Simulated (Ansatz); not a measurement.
# B12Ru: a closer look at a trial structure

This session takes a relaxed cell of B12Ru and sets out to compute bands, density of states and charges.

Computed with Ansatz 0.2.0 (DFT PBE, scalar-relativistic, plane waves, PAW, unless a step's input says otherwise).

## Step 1: The starting structure

The structure is cubic, space group Pm-3m (No. 221). The conventional cell has a = 4.487 Å, b = 4.487 Å, c = 4.487 Å, α = 90.00°, β = 90.00°, γ = 90.00°. B (site symmetry mm2) has 13 B at 1.84 to 2.67 Å and 2 Ru at 2.61 Å as nearest neighbours. Around Ru (site symmetry m-3m) lie 24 B at 2.61 Å.

Structure file:

```cif
data_structure
_symmetry_space_group_name_H-M 'Pm-3m'
_symmetry_Int_Tables_number 221
_cell_length_a 4.4870
_cell_length_b 4.4870
_cell_length_c 4.4870
_cell_angle_alpha 90.000
_cell_angle_beta 90.000
_cell_angle_gamma 90.000
_cell_volume 90.34
loop_
_atom_site_label
_atom_site_type_symbol
_atom_site_symmetry_multiplicity
_atom_site_Wyckoff_symbol
_atom_site_fract_x
_atom_site_fract_y
_atom_site_fract_z
_atom_site_occupancy
B1 B 12 j 0.50000 0.78983 0.78983 1
Ru1 Ru 1 a 0.00000 0.00000 0.00000 1
```

It is the end of an earlier relaxation with the same method, from a generated guess; it needn't be the stable form of this composition. At a tolerance of 0.05 Å it has space group Pm-3m (No. 221); it has 6.95 Å³/atom, an uncorrected energy of +0.93 eV/atom over the elements.

## Step 2: Electronic structure at the relaxed geometry

Contents of input.yaml:

```yaml
crystal:
  lattice:
    - [4.4870158826, 0.0, 0.0]
    - [0.0, 4.4870158826, 0.0]
    - [0.0, 0.0, 4.4870158826]
  atoms:
    - { symbol: B, position: [0.5, 0.789832299, 0.789832299] }
    - { symbol: B, position: [0.5, 0.210167701, 0.789832299] }
    - { symbol: B, position: [0.5, 0.789832299, 0.210167701] }
    - { symbol: B, position: [0.5, 0.210167701, 0.210167701] }
    - { symbol: B, position: [0.789832299, 0.5, 0.789832299] }
    - { symbol: B, position: [0.789832299, 0.5, 0.210167701] }
    - { symbol: B, position: [0.210167701, 0.5, 0.789832299] }
    - { symbol: B, position: [0.210167701, 0.5, 0.210167701] }
    - { symbol: B, position: [0.789832299, 0.789832299, 0.5] }
    - { symbol: B, position: [0.210167701, 0.789832299, 0.5] }
    - { symbol: B, position: [0.789832299, 0.210167701, 0.5] }
    - { symbol: B, position: [0.210167701, 0.210167701, 0.5] }
    - { symbol: Ru, position: [0.0, 0.0, 0.0] }
basis:
  ecutwfc: 420
kpoints:
  mp_grid: { grid: [8, 8, 8] }
  band_path:
    path:
      - [[0.0, 0.0, 0.0], [0.0, 0.5, 0.0], [0.5, 0.5, 0.0], [0.0, 0.0, 0.0], [0.5, 0.5, 0.5], [0.0, 0.5, 0.0]]
      - [[0.5, 0.5, 0.5], [0.5, 0.5, 0.0]]
    npoints: 10
hamiltonian:
  xc: pbe
scf:
  occupations: { method: gaussian, width: 0.1 }
  n_extra_bands: 32
output:
  forces: true
  stress: true
  eigenvalues: true
  populations: true
  dos: { projected: true, de: 0.02, nscf_kmesh: { grid: [12, 12, 12] } }
  bader: false
  write_density: true
  write_potential: true
  elf: true
  volumetric_format: npy
```

Command:

```bash
> ansatz run input.yaml --threads 1 --pin off --max-ram 2048MiB --backend cpu --events-out ev --progress --plain --runs-dir out
```

Before running it: what results should come out? Wanted: gap; states at the Fermi level.

The runs gave:

```
                 quantity                 value
                      gap          none (metal)
states at the Fermi level  7.20 per eV per cell
```

In words: There is no gap at this level. Of the projected weight within 0.25 eV of the Fermi level, the largest part is Ru 4d (52 %) and B 2p (38 %).
